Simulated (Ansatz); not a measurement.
# Sn2C3: the cost of one run

Computed with Ansatz 0.2.0 (DFT PBE, scalar-relativistic, plane waves, PAW, unless a step's input says otherwise).

## (1) The system as given

It takes space group R-3m (No. 166, trigonal). Conventional cell: a = 3.346 Å, b = 3.346 Å, c = 23.267 Å, α = 90.00°, β = 90.00°, γ = 120.00°. Around Sn (site symmetry 3m) lie 6 C at 2.35 to 2.48 Å. C (site symmetry -3m) has 6 Sn at 2.48 Å as nearest neighbours. C (site symmetry 3m) is surrounded by 3 Sn at 2.35 Å.

As a file:

```
CELL_PARAMETERS angstrom
1.67308 0.96595 7.75556
-1.67308 0.96595 7.75556
0.00000 -1.93190 7.75556
ATOMIC_POSITIONS crystal
Sn 0.40000 0.40000 0.40000
Sn 0.60000 0.60000 0.60000
C 0.00000 0.00000 0.00000
C 0.20950 0.20950 0.20950
C 0.79050 0.79050 0.79050
```

This is candidate A: tetradymite type (R-3m, No. 166).

(A quick probe on a coarse mesh, which set the mesh and smearing, is not shown.)

## (3) A loose first relaxation (candidate A)

Input file input.yaml:

```yaml
crystal:
  lattice:
    - [1.673077363, 0.9659516659, 7.7555622555]
    - [-1.673077363, 0.9659516659, 7.7555622555]
    - [0.0, -1.9319033318, 7.7555622555]
  atoms:
    - { symbol: Sn, position: [0.4, 0.4, 0.4] }
    - { symbol: Sn, position: [0.6, 0.6, 0.6] }
    - { symbol: C, position: [0.0, 0.0, 0.0] }
    - { symbol: C, position: [0.2095, 0.2095, 0.2095] }
    - { symbol: C, position: [0.7905, 0.7905, 0.7905] }
basis:
  ecutwfc: 420
kpoints:
  mp_grid: { grid: [6, 6, 6] }
hamiltonian:
  xc: pbe
scf:
  occupations: { method: gaussian, width: 0.1 }
  lower_state_search: "off"
output:
  forces: true
  stress: true
  eigenvalues: true
relax:
  adjacent_minimum: "off"
  f_tol: 0.04
  max_steps: 70
  cell: { stress_tol: 0.4 }
```

Command:

```sh
$ ansatz run input.yaml --threads 1 --pin off --max-ram 2560MiB --backend cpu --events-out ev --progress --plain --runs-dir out
```

Q: Estimate wall time and peak memory on 1 thread of Intel Xeon at 2.70GHz, shared host.

About 95 s, with a peak of 0.4 GiB.
